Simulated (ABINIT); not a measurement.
# Ga2SiO (R-3m) in ABINIT: single point with revPBE

Aim: the single point of Ga2SiO with revPBE.

All numbers are computed with ABINIT 10.8.3 (patched build); they aren't measurements. Logs are shortened: lines on timing, memory, paths and dates and some standing lists are left out, and cuts for length are marked. The log counts tension as positive stress, the text compression.

### Step 1. The structure

Symmetry: R-3m, No. 166, trigonal system. The conventional cell has a = 3.556 Å, b = 3.556 Å, c = 19.223 Å, α = 90.00°, β = 90.00°, γ = 120.00°. Ga (site symmetry 3m) has 3 Si at 2.44 Å and 3 O at 2.79 Å as nearest neighbours. Around Si (site symmetry -3m) lie 6 Ga at 2.44 Å. O (site symmetry -3m) has 6 Ga at 2.79 Å as nearest neighbours.

The cell was built by a generator and needn't be a form met in nature.

### Step 2. Single point, revPBE

File run.abi:

```
# Pseudopotentials
pp_dirpath "./"
pseudos "Ga_ONCV_PBE-1.2.upf, Si_ONCV_PBE-1.2.upf, O_ONCV_PBE-1.2.upf"

# Structure
acell 3*1.0
rprim
     3.3597365748     1.9397448130    12.1088125641
    -3.3597365748     1.9397448130    12.1088125641
     0.0000000000    -3.8794896260    12.1088125641
ntypat 3
znucl 31 14 8
natom 4
typat 1 1 2 3
xred
     0.7352052900     0.7352052900     0.7352052900
     0.2647947100     0.2647947100     0.2647947100
     0.0000000000     0.0000000000     0.0000000000
     0.5000000000     0.5000000000     0.5000000000

# Plane-wave basis
ecut 46.0

# k points
kptopt 1
ngkpt 7 7 7
nshiftk 1
shiftk 0.0 0.0 0.0

# Exchange and correlation
ixc 14

# Bands and occupations
nband 22
occopt 3
tsmear 0.05 eV

# SCF cycle
nstep 100
tolvrs 1.0e-10

# Output
iomode 3
prtwf 0
prtden 0
prteig 0
prtebands 0
enunit 1
```

Potentials or basis: SG15 NC PBE v1.2.

Run with:

```
> abinit run.abi > log 2>&1
```

run.abo:

```text
.Version 10.8.3 of ABINIT
 Symmetries : space group R-3 m (#166); Bravais hR (rhombohedral)
================================================================================
 Values of the parameters that define the memory need of the present run
     intxc =       0    ionmov =       0      iscf =       7    lmnmax =       6
     lnmax =       6     mgfft =      80  mpssoang =       3    mqgrid =    3001
     natom =       4  nloc_mem =       1    nspden =       1   nspinor =       1
    nsppol =       1      nsym =      12    n1xccc =       0    ntypat =       3
    occopt =       3   xclevel =       2
       mpw =        7077          nfft =      512000          nkpt =          44
================================================================================
================================================================================

--------------------------------------------------------------------------------
------------- Echo of variables that govern the present computation ------------
--------------------------------------------------------------------------------
 -outvars: echo values of preprocessed input variables --------
            acell      1.0000000000E+00  1.0000000000E+00  1.0000000000E+00 Bohr
              amu      6.97230000E+01  2.80855000E+01  1.59994000E+01
             ecut      4.60000000E+01 Hartree
           enunit           1
              ixc          14
         kptrlatt        7    0    0      0    7    0      0    0    7
          kptrlen      4.70363120E+01
            natom           4
            nband          22
            ngfft          80      80      80
             nkpt          44
            nstep         100
             nsym          12
           ntypat           3
           occopt           3
           prtden           0
        prtebands           0
           prteig           0
            prtwf           0
            rprim      3.3597365748E+00  1.9397448130E+00  1.2108812564E+01
                      -3.3597365748E+00  1.9397448130E+00  1.2108812564E+01
                       0.0000000000E+00 -3.8794896260E+00  1.2108812564E+01
          spgroup         166
           tolvrs      1.00000000E-10
           tsmear      1.83746611E-03 Hartree
            typat      1  1  2  3
           xangst     -8.9297282731E-17 -1.1475984677E-16  1.4132941696E+01
                      -2.8203661919E-17 -2.7410978827E-18  5.0901812713E+00
                       0.0000000000E+00  0.0000000000E+00  0.0000000000E+00
                       0.0000000000E+00  0.0000000000E+00  9.6115614835E+00
            xcart     -1.6874740815E-16 -2.1686468064E-16  2.6707389158E+01
                      -5.3297196775E-17 -5.1799242827E-18  9.6190485341E+00
                       0.0000000000E+00  0.0000000000E+00  0.0000000000E+00
                       0.0000000000E+00  0.0000000000E+00  1.8163218846E+01
             xred      7.3520529000E-01  7.3520529000E-01  7.3520529000E-01
                       2.6479471000E-01  2.6479471000E-01  2.6479471000E-01
                       0.0000000000E+00  0.0000000000E+00  0.0000000000E+00
                       5.0000000000E-01  5.0000000000E-01  5.0000000000E-01
            znucl       31.00000   14.00000    8.00000

================================================================================

 chkinp: Checking input parameters for consistency.

================================================================================
== DATASET  1 ==================================================================

--- !DatasetInfo
iteration_state: {dtset: 1, }
dimensions: {natom: 4, nkpt: 44, mband: 22, nsppol: 1, nspinor: 1, nspden: 1, mpw: 7077, }
cutoff_energies: {ecut:  46.0, pawecutdg:  -1.0, }
electrons: {nelect:   3.60000000E+01, charge:   0.00000000E+00, occopt:   3.00000000E+00, tsmear:   1.83746611E-03, }
meta: {optdriver: 0, ionmov: 0, optcell: 0, iscf: 7, paral_kgb: 0, }
...

 Exchange-correlation functional for the present dataset will be:
  GGA: revPBE functional - ixc=14
  Zhang and Yang, PRL 80, 890 (1998)

 Real(R)+Recip(G) space primitive vectors, cartesian coordinates (Bohr,Bohr^-1):
 R(1)=  3.3597366  1.9397448 12.1088126  G(1)=  0.1488212  0.0859220  0.0275282
 R(2)= -3.3597366  1.9397448 12.1088126  G(2)= -0.1488212  0.0859220  0.0275282
 R(3)=  0.0000000 -3.8794896 12.1088126  G(3)=  0.0000000 -0.1718439  0.0275282
 Unit cell volume ucvol=  4.7348108E+02 bohr^3
 Angles (23,13,12)=  3.06426474E+01  3.06426474E+01  3.06426475E+01 degrees

 getcut: wavevector=  0.0000  0.0000  0.0000  ngfft=  80  80  80
         ecut(hartree)=     46.000   => boxcut(ratio)=   2.06134

--- Pseudopotential description ------------------------------------------------
- pspini: atom type   1  psp file is ./Ga_ONCV_PBE-1.2.upf
12 -101130 2 -1 602                           pspcod,pspxc,lmax,lloc,mmax
     nproj     2     2     2

- pspini: atom type   2  psp file is ./Si_ONCV_PBE-1.2.upf
12 -101130 1 -1 602                           pspcod,pspxc,lmax,lloc,mmax
     nproj     2     2     0

- pspini: atom type   3  psp file is ./O_ONCV_PBE-1.2.upf
12 -101130 1 -1 602                           pspcod,pspxc,lmax,lloc,mmax
     nproj     2     2     0

   2.10286915E+03                                ecore*ucvol(ha*bohr**3)
--------------------------------------------------------------------------------

================================================================================

--- !BeginCycle
iteration_state: {dtset: 1, }
solver: {iscf: 7, nstep: 100, nline: 4, wfoptalg: 0, }
tolerances: {tolvrs: 1.00E-10, }
...

     iter   Etot(hartree)      deltaE(h)  residm     vres2
 ETOT  1  -146.51783509290    -1.465E+02 4.738E-01 2.982E+04
 ETOT  2  -145.67894349736     8.389E-01 1.001E-01 2.469E+05
 ETOT  3  -150.18025417674    -4.501E+00 1.518E-01 4.922E+04
 ETOT  4  -151.07591907932    -8.957E-01 1.136E-01 4.521E+03
 ETOT  5  -151.12290431783    -4.699E-02 5.806E-02 3.533E+03
 ETOT  6  -151.18146354012    -5.856E-02 3.072E-03 3.799E+02
 ETOT  7  -151.18939087497    -7.927E-03 1.512E-02 6.341E+01
 ETOT  8  -151.19124257419    -1.852E-03 1.203E-03 3.823E+00
 ETOT  9  -151.19135999631    -1.174E-04 4.153E-03 1.886E-01
 ETOT 10  -151.19136450953    -4.513E-06 7.148E-04 1.245E-03
 ETOT 11  -151.19136454685    -3.733E-08 9.406E-04 1.315E-03
 ETOT 12  -151.19136456665    -1.980E-08 6.872E-04 2.819E-06
 ETOT 13  -151.19136456669    -3.254E-11 5.601E-04 3.024E-06
 ETOT 14  -151.19136456672    -3.357E-11 6.534E-04 1.751E-08
 ETOT 15  -151.19136456672     4.434E-12 5.641E-04 1.646E-10
 ETOT 16  -151.19136456671     2.984E-12 3.965E-04 6.091E-12

 At SCF step   16       vres2   =  6.09E-12 < tolvrs=  1.00E-10 =>converged.

 Cartesian components of stress tensor (hartree/bohr^3)
  sigma(1 1)= -1.12019718E-04  sigma(3 2)=  0.00000000E+00
  sigma(2 2)= -1.12019691E-04  sigma(3 1)=  0.00000000E+00
  sigma(3 3)=  3.90236073E-04  sigma(2 1)=  0.00000000E+00

--- !ResultsGS
iteration_state: {dtset: 1, }
comment   : Summary of ground state results
lattice_vectors:
- [  3.3597366,   1.9397448,  12.1088126, ]
- [ -3.3597366,   1.9397448,  12.1088126, ]
- [  0.0000000,  -3.8794896,  12.1088126, ]
lattice_lengths: [  12.71510,   12.71510,   12.71510, ]
lattice_angles: [ 30.643,  30.643,  30.643, ] # degrees, (23, 13, 12)
lattice_volume:   4.7348108E+02
convergence: {deltae:  2.984E-12, res2:  6.091E-12, residm:  3.965E-04, diffor: null, }
etotal    :  -1.51191365E+02
entropy   :   0.00000000E+00
fermie    :   1.43044441E-01
cartesian_stress_tensor: # hartree/bohr^3
- [ -1.12019718E-04,   0.00000000E+00,   0.00000000E+00, ]
- [  0.00000000E+00,  -1.12019691E-04,   0.00000000E+00, ]
- [  0.00000000E+00,   0.00000000E+00,   3.90236073E-04, ]
pressure_GPa:  -1.6299E+00
xred      :
- [  7.3521E-01,   7.3521E-01,   7.3521E-01, Ga]
- [  2.6479E-01,   2.6479E-01,   2.6479E-01, Ga]
- [  0.0000E+00,   0.0000E+00,   0.0000E+00, Si]
- [  5.0000E-01,   5.0000E-01,   5.0000E-01,  O]
cartesian_forces: # hartree/bohr
- [  1.75241068E-17,   4.73514481E-18,   5.85086042E-02, ]
- [ -1.75241068E-17,   4.80410848E-18,  -5.85086042E-02, ]
- [ -0.00000000E+00,  -4.76962664E-18,  -0.00000000E+00, ]
- [ -0.00000000E+00,  -4.76962664E-18,  -0.00000000E+00, ]
force_length_stats: {min:   4.76962664E-18, max:   5.85086042E-02, mean:   2.92543021E-02, }
...

 Integrated electronic density in atomic spheres:
 ------------------------------------------------
 Atom  Sphere_radius  Integrated_density
    1        2.00000         10.73622087
    2        2.00000         10.73622087
    3        2.00000          1.83010225
    4        2.00000          5.72238209
================================================================================

 ----iterations are completed or convergence reached----

 Mean square residual over all n,k,spin=   62.019E-08; max=  39.649E-05
 reduced coordinates (array xred) for    4 atoms
       0.735205290000      0.735205290000      0.735205290000
       0.264794710000      0.264794710000      0.264794710000
       0.000000000000      0.000000000000      0.000000000000
       0.500000000000      0.500000000000      0.500000000000
 rms dE/dt=  5.0096E-01; max dE/dt=  7.0847E-01; dE/dt below (all hartree)
    1      -0.708469721229     -0.708469721229     -0.708469721229
    2       0.708469721229      0.708469721229      0.708469721229
    3       0.000000000000      0.000000000000      0.000000000000
    4       0.000000000000      0.000000000000      0.000000000000

 cartesian coordinates (angstrom) at end:
    1     -0.00000000000000    -0.00000000000000    14.13294169566753
    2     -0.00000000000000    -0.00000000000000     5.09018127134421
    3      0.00000000000000     0.00000000000000     0.00000000000000
    4      0.00000000000000     0.00000000000000     9.61156148350587

 cartesian forces (hartree/bohr) at end:
    1      0.00000000000000     0.00000000000000     0.05850860416566
    2     -0.00000000000000     0.00000000000000    -0.05850860416566
    3     -0.00000000000000    -0.00000000000000    -0.00000000000000
    4     -0.00000000000000    -0.00000000000000    -0.00000000000000
 frms,max,avg= 2.3886038E-02 5.8508604E-02   0.000E+00  0.000E+00  0.000E+00 h/b

 cartesian forces (eV/Angstrom) at end:
    1      0.00000000000000     0.00000000000000     3.00863339339260
    2     -0.00000000000000     0.00000000000000    -3.00863339339260
    3     -0.00000000000000    -0.00000000000000    -0.00000000000000
    4     -0.00000000000000    -0.00000000000000    -0.00000000000000
 frms,max,avg= 1.2282694E+00 3.0086334E+00   0.000E+00  0.000E+00  0.000E+00 e/A
 length scales=  1.000000000000  1.000000000000  1.000000000000 bohr
              =  0.529177210544  0.529177210544  0.529177210544 angstroms
 Fermi (or HOMO) energy (eV) =   3.89244   Average Vxc (eV)=  -9.77792
 Eigenvalues (   eV  ) for nkpt=  44  k points:
 kpt#   1, nband= 22, wtk=  0.00292, kpt=  0.0000  0.0000  0.0000 (reduced coord)
 -11.81815  -10.99955  -10.99955  -10.96740  -10.96001  -10.96001  -10.95292  -10.95292
 -10.94361  -10.88953  -10.88953   -7.64611   -2.90942    3.09928    3.22538    3.45955
   3.45955    5.63677    5.63677    7.76023    7.76023    9.21680
 prteigrs : prtvol=0 or 1, do not print more k-points.

--- !EnergyTerms
iteration_state     : {dtset: 1, }
comment             : Components of total free energy in Hartree
kinetic             :  1.34040016188020E+02
hartree             :  4.94886304678888E+01
xc                  : -2.27338189402344E+01
Ewald energy        : -1.04091605230304E+02
psp_core            :  4.44129494397271E+00
local_psp           : -1.26457866978868E+02
non_local_psp       : -8.58776783657457E+01
internal            : -1.51191027915271E+02
'-kT*entropy'       : -3.36651441468619E-04
total_energy        : -1.51191364566712E+02
total_energy_eV     : -4.11412661828173E+03
band_energy         : -8.71784108875970E+00
...

 Cartesian components of stress tensor (hartree/bohr^3)
  sigma(1 1)= -1.12019718E-04  sigma(3 2)=  0.00000000E+00
  sigma(2 2)= -1.12019691E-04  sigma(3 1)=  0.00000000E+00
  sigma(3 3)=  3.90236073E-04  sigma(2 1)=  0.00000000E+00

-Cartesian components of stress tensor (GPa)         [Pressure= -1.6299E+00 GPa]
- sigma(1 1)= -3.29573389E+00  sigma(3 2)=  0.00000000E+00
- sigma(2 2)= -3.29573308E+00  sigma(3 1)=  0.00000000E+00
- sigma(3 3)=  1.14811417E+01  sigma(2 1)=  0.00000000E+00

== END DATASET(S) ==============================================================
================================================================================

 -outvars: echo values of variables after computation  --------
            acell      1.0000000000E+00  1.0000000000E+00  1.0000000000E+00 Bohr
           etotal     -1.5119136457E+02
            fcart      1.7524106788E-17  4.7351448083E-18  5.8508604166E-02
                      -1.7524106788E-17  4.8041084755E-18 -5.8508604166E-02
                      -0.0000000000E+00 -4.7696266419E-18 -0.0000000000E+00
                      -0.0000000000E+00 -4.7696266419E-18 -0.0000000000E+00
            rprim      3.3597365748E+00  1.9397448130E+00  1.2108812564E+01
                      -3.3597365748E+00  1.9397448130E+00  1.2108812564E+01
                       0.0000000000E+00 -3.8794896260E+00  1.2108812564E+01
           strten     -1.1201971806E-04 -1.1201969066E-04  3.9023607337E-04
                       0.0000000000E+00  0.0000000000E+00  0.0000000000E+00
           xangst     -8.9297282731E-17 -1.1475984677E-16  1.4132941696E+01
                      -2.8203661919E-17 -2.7410978827E-18  5.0901812713E+00
                       0.0000000000E+00  0.0000000000E+00  0.0000000000E+00
                       0.0000000000E+00  0.0000000000E+00  9.6115614835E+00
             xred      7.3520529000E-01  7.3520529000E-01  7.3520529000E-01
                       2.6479471000E-01  2.6479471000E-01  2.6479471000E-01
                       0.0000000000E+00  0.0000000000E+00  0.0000000000E+00
                       5.0000000000E-01  5.0000000000E-01  5.0000000000E-01
 Calculation completed.
```

Wall time 9 min (1 thread of Intel Xeon 6975P-C (Granite Rapids), shared host); peak memory 0.32 GiB.

Results:

```yaml
Free_energy: -4114.1266 eV
Largest_force: 3.009 eV/Å
Band_gap_on_the_k_mesh: none (metal or under the smearing width)
Valence_electrons_inside_the_program's_atomic_spheres: Ga 10.74; Si 1.83; O 5.72
```

Forces in eV/Å, atoms in the order of the input:
```
Ga   0.000  0.000  3.009
Ga   0.000  0.000 -3.009
Si   0.000  0.000  0.000
O    0.000  0.000  0.000
```

Caveat: the cutoff is too short for stress, so the log's stress isn't used; the potentials were made for another functional, which shifts forces and pressure.
